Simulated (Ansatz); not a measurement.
Below is the output of a Python script on Ansatz's Python interface that makes a single point in a Gaussian basis of SSe. Write a script that gives it. Settings: CCSD(T), def2-SVP basis, multiplicity 3.

```xyz
2

Se    0.0000    0.0000    0.0000
S     0.0000    0.0000    2.1000
```

```console
$ python energy_sse.py
crystal:
  periodic: [false, false, false]
  atoms:
    - { symbol: Se, position_ang: [0.0, 0.0, 0.0] }
    - { symbol: S, position_ang: [0.0, 0.0, 2.1] }
basis:
  gaussian:
    orbitals: def2-SVP
magnetization:
  spin_polarized: true
  initial_magnetization: 2.0
correlation:
  method: ccsd_t

converged              True
free_energy_ev         -76118.83474303021
reference_energy_ev    -76108.82599045105
n_frozen               14
n_occupied             [12, 10]
n_virtual              [24, 26]
correlation energy -10.00875 eV
cycles 1  T1 diagnostic 0.0111  largest double 0.109
```

The script that was run (others could print the same):

The script, `energy_sse.py`:
```python
'''Electronic structure of the SSe molecule.'''

import ansatz


def main() -> None:
    sse = (
        ansatz.Crystal.molecule()
        .atom('Se', [0.0, 0.0, 0.0])
        .atom('S', [0.0, 0.0, 2.1])
    )

    calc = (
        sse.calculation()
        .basis(gaussian='def2-SVP')
        .correlation('ccsd_t')
        .spin('collinear', total=2)
    )
    print(calc.to_yaml())
    report = calc.session().plan(threads=1).execute().report

    for key in ('converged', 'free_energy_ev', 'reference_energy_ev', 'n_frozen', 'n_occupied', 'n_virtual'):
        print(f'{key:22s} {report[key]}')

    print('correlation energy', round(report['free_energy_ev'] - report['reference_energy_ev'], 5), 'eV')
    cluster = report['correlation'].get('coupled_cluster')
    if cluster:
        print('cycles', cluster['cycles'], ' T1 diagnostic', round(cluster['t1_diagnostic'], 4), ' largest double', round(cluster['largest_double'], 4))


if __name__ == '__main__':
    main()
```

Caveats:
- Total energies depend on the basis set; only differences at equal settings carry meaning.
- The geometry is a force-field or estimated start, not a minimum of this method, and the basis set is short of its limit.
- The run takes the species as open-shell (spin multiplicity 3), which needn't be its ground state.
- Inner cores stay frozen; a filled d shell under the valence of the heavier atoms is correlated with it.
- The spin state was assumed, and another may lie lower.
- Timing: 4.8 s on 1 thread of Arm Neoverse V2 (shared host), peak memory 0.19 GiB.
